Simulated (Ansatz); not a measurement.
# BrFH2OSn: the cost of one run

Computed with Ansatz 0.2.0, Gaussian basis. Level: the settings change from run to run.

### 1 The geometry

The structure was relaxed beforehand with PBE0-D4 in a triple-zeta def2 set. Sn takes a core potential in def2 sets; no spin-orbit term is included.

SMILES `[OH][SnH]([F])[Br]`, 6 atoms, charge 0, spin multiplicity 1.

Atoms are counted from 1 here; the program's logs count them from 0.

Bond lengths: O1–Sn2 1.936 Å, O1–H5 0.961 Å, Sn2–F3 1.910 Å, Sn2–Br4 2.451 Å, Sn2–H6 1.687 Å. Angles: Sn2–O1–H5 113.8°, O1–Sn2–F3 106.3°, O1–Sn2–Br4 109.9°, O1–Sn2–H6 110.6°, F3–Sn2–Br4 104.4°, F3–Sn2–H6 109.7°, Br4–Sn2–H6 115.4°.

As a file:

```
O    -0.58244    0.13747   -1.46267
Sn    0.00425   -0.35240    0.31558
F     1.90009   -0.55744    0.21558
Br   -0.32711    1.52770    1.85261
H    -0.25246    0.99025   -1.75907
H    -0.70014   -1.80957    0.79188
```

### 2 wB97X/x2c-TZVPPall

Set apart from the defaults: charge +1, multiplicity 2.

Input file in.yaml:

```yaml
crystal:
  periodic: [false, false, false]
  atoms:
    - {symbol: O, position_ang: [-0.582439, 0.137465, -1.462666]}
    - {symbol: Sn, position_ang: [0.004250, -0.352400, 0.315576]}
    - {symbol: F, position_ang: [1.900089, -0.557440, 0.215583]}
    - {symbol: Br, position_ang: [-0.327107, 1.527695, 1.852606]}
    - {symbol: H, position_ang: [-0.252457, 0.990250, -1.759074]}
    - {symbol: H, position_ang: [-0.700136, -1.809569, 0.791877]}
basis:
  gaussian: {orbitals: x2c-TZVPPall}
total_charge: 1
magnetization: {spin_polarized: true, initial_magnetization: 1}
hamiltonian: {xc: {name: wB97X}}
output: {forces: true}
```

Command:

```console
$ ansatz run in.yaml --threads 4 --pin off --events-out ev --progress --plain --max-ram 10444MiB
```

Q: Estimate wall time and peak memory on 4 threads of INTEL XEON PLATINUM 8581C at 2.10GHz, shared host.

About 52 s, with a peak of 1.8 GiB.
